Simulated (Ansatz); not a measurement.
# Mn (diamond type): how the settings move a single-point run

How sensitive is a single-point run of Mn (diamond type) to its settings? A reference run comes first, then one run with altered input.

Method: reference: DFT, LDA, all-electron LAPW, scalar-relativistic, in Ansatz 0.2.0.

### Step 1. Starting point

It takes space group Fd-3m (No. 227, cubic). Conventional cell: a = 3.558 Å, b = 3.558 Å, c = 3.558 Å, α = 90.00°, β = 90.00°, γ = 90.00°. Mn (site symmetry -43m) is surrounded by 4 Mn at 1.54 Å.

As a file:

```
Mn
1.0
     0.00000    1.77913    1.77913
     1.77913    0.00000    1.77913
     1.77913    1.77913    0.00000
Mn
2
Cartesian
  -0.4448 -0.4448 -0.4448
  0.4448 0.4448 0.4448
```

### Step 2. Reference

The input, input.yaml:

```yaml
crystal:
  lattice:
    - [0.0, 1.7791329893, 1.7791329893]
    - [1.7791329893, 0.0, 1.7791329893]
    - [1.7791329893, 1.7791329893, 0.0]
  atoms:
    - { symbol: Mn, position: [-0.125, -0.125, -0.125], spin: 3.0 }
    - { symbol: Mn, position: [0.125, 0.125, 0.125], spin: 3.0 }
magnetization:
  spin_polarized: true
kpoints:
  mp_grid: { grid: [14, 14, 14] }
  band_path:
    path:
      - [0.0, 0.0, 0.0]
      - [0.5, 0.0, 0.5]
      - [0.625, 0.25, 0.625]
      - [0.375, 0.375, 0.75]
      - [0.0, 0.0, 0.0]
      - [0.5, 0.5, 0.5]
      - [0.5, 0.25, 0.75]
      - [0.5, 0.0, 0.5]
    npoints: 8
scf:
  occupations: { method: fermi_dirac, width: 0.08 }
hamiltonian:
  xc: lda
  pseudopotentials: { kind: all_electron, lapw: { basis_error: 0.001 } }
output:
  forces: true
  stress: true
  eigenvalues: true
  populations: true
  dos: { projected: true, de: 0.2, e_range: [-14, 8] }
```

Launch:

```bash
$ ansatz run input.yaml --threads 1 --pin off --max-ram 3072MiB --backend cpu --events-out ev --progress --plain --runs-dir out
```

### Step 3. Changing settings: lower_state_search full, dispersion d3bj, hubbard.sites [{species: Mn, l: d, u_eff: 4.0}], hubbard.double_counting fll

Changes to input.yaml since step 2:

```diff
@@ -25,2 +25,3 @@
   occupations: { method: fermi_dirac, width: 0.08 }
+  lower_state_search: full
 hamiltonian:
@@ -28,2 +29,4 @@
   pseudopotentials: { kind: all_electron, lapw: { basis_error: 0.001 } }
+  dispersion: d3bj
+  hubbard: { sites: [{ species: Mn, l: d, u_eff: 4.0 }], double_counting: fll }
 output:
@@ -33,2 +36 @@
   populations: true
-  dos: { projected: true, de: 0.2, e_range: [-14, 8] }
```

**Question.** What will these runs give? Wanted: for each run, ending; energy change; pressure; gap; force.

**Answer**, as computed:

```csv
run,ending,energy change,pressure (GPa),gap (eV),force (eV/Å),cycles,time
reference,converged,0,1057.1,0.00,0.00,9,2 min
"1: lower_state_search full, dispersion d3bj, hubbard.sites [{species: Mn, l: d, u_eff: 4.0}], hubbard.double_counting fll",converged,+3.83 eV/atom (Hubbard term changed: no physical gain or loss) (dispersion and other settings together),1028.7,0.00,0.00,19,9.6 min
```

Times don't compare one to one where runs were asked for different outputs or read a saved state (see the inputs); cycles may leave out searches for a lower state.

Residual by cycle in the longest SCF loop of each run; runs are numbered as in the table. The quantity is the density residual dr2, in eV.

```csv
cycle,reference,run 1
1,2.48,3.52
3,0.152,0.145
4,4.5e-4,0.00849
6,8.2e-6,1.8e-5
8,1.3e-10,1.7e-4
9,2.5e-12,1.3e-4
11,-,1.2e-5
12,-,1.5e-5
14,-,2.5e-5
16,-,5.1e-9
17,-,2.2e-10
19,-,5.1e-14
```

What this shows: Changing the search for lower states, dispersion term, Hubbard U and double counting of the Hubbard term moves the energy by +3.83 eV/atom, and the pressure goes from 1057.1 to 1028.7 GPa. The U term adds an energy of its own, so the shift says nothing about which run is better. The dispersion term itself accounts for -729.9 meV/atom of it. Its damping parameters are borrowed, as the log notes. A changed U is a change of model: its shifts are not errors of convergence. The structure is not at rest: the sound run finds 1057 GPa, so these are no properties of the relaxed crystal. 
